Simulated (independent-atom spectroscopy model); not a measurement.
**BaSrTbNbO6: spectra and optical constants from atomic data**

What would one expect for BaSrTbNbO6? Wanted: its electron mean free paths and its fluorescence spectrum.

The numbers are computed with independent-atom spectroscopy model (version 2): independent atoms, textbook formulas over atomic cross sections; no chemical shifts or fine structure; level and line energies, yields and scattering factors come from tables.

### 1 What is given

```
formula          : BaSrTbNbO6
density          : 6.137 g/cm³ (from a DFT-relaxed cell)
molar mass       : 572.77 g/mol
atoms per volume : 64.5 per nm³
```

| element | atoms (%) | mass (%) |
| --- | --- | --- |
| Ba | 10.0 | 24.0 |
| Sr | 10.0 | 15.3 |
| Tb | 10.0 | 27.7 |
| Nb | 10.0 | 16.2 |
| O | 60.0 | 16.8 |

### 2 Inelastic and elastic paths

Model: electron mean free paths: inelastic by TPP-2M with the stated gap parameter, elastic and transport from Dirac partial-wave cross sections of free atoms, attenuation length as the inelastic path times 1 - 0.738 albedo.

Given to the script:

```json
{
  "elements": ["Ba", "Sr", "Tb", "Nb", "O"],
  "counts": [1, 1, 1, 1, 6],
  "density": 6.137,
  "electron_energy": [100.0, 200.0, 500.0, 1190.0, 1200.0, 1400.0, 2200.0, 8000.0],
  "valence_electrons": 54,
  "tpp_gap_parameter": 0.0
}
```

Units: density in g/cm³, electron_energy in eV, tpp_gap_parameter in eV.

### 3 XRF spectrum

Model: primary fluorescence of a thick sample under monochromatic X-rays (Sherman equation, cascade cross sections of xraylib); no secondary enhancement or detector response; lines over 1 keV and 0.3 percent, close pairs merged; depth is the 1/e depth of the way in and out.

Given to the script:

```json
{
  "elements": ["Ba", "Sr", "Tb", "Nb", "O"],
  "counts": [1, 1, 1, 1, 6],
  "density": 6.137,
  "photon_energy": 8.048,
  "incidence_angle": 90,
  "take_off_angle": 30
}
```

Units: density in g/cm³, photon_energy in keV, incidence_angle in degrees, take_off_angle in degrees.

**Question.** What will these runs give? Wanted: free-electron plasmon energy; strongest fluorescence line; depth of that line.

**Answer**, as computed:

```
                    quantity                value
   inelastic path at 1190 eV              2.15 nm
    attenuation length there              1.79 nm
free-electron plasmon energy              21.9 eV
 strongest fluorescence line  Tb Lα1+2, 6.269 keV
          depth of that line              2.06 μm
```

What this shows: At 1190 eV, 95 % of a signal at normal exit comes from the top 5.4 nm (three attenuation lengths). Above that the inelastic path grows about as energy to the power 0.81. With the gap parameter at zero the paths are too short if the compound is an insulator. The strongest feature of the fluorescence is Tb Lα1+2 at 6.269 keV. With 10 % of the atoms, Tb carries 64 % of the listed signal. O shows nothing within the model's range and threshold. Ba Lγ1 and Tb Lℓ lie only 15 eV apart and may overlap. Independent atoms give no chemical shifts, near-edge structure or detector effects.
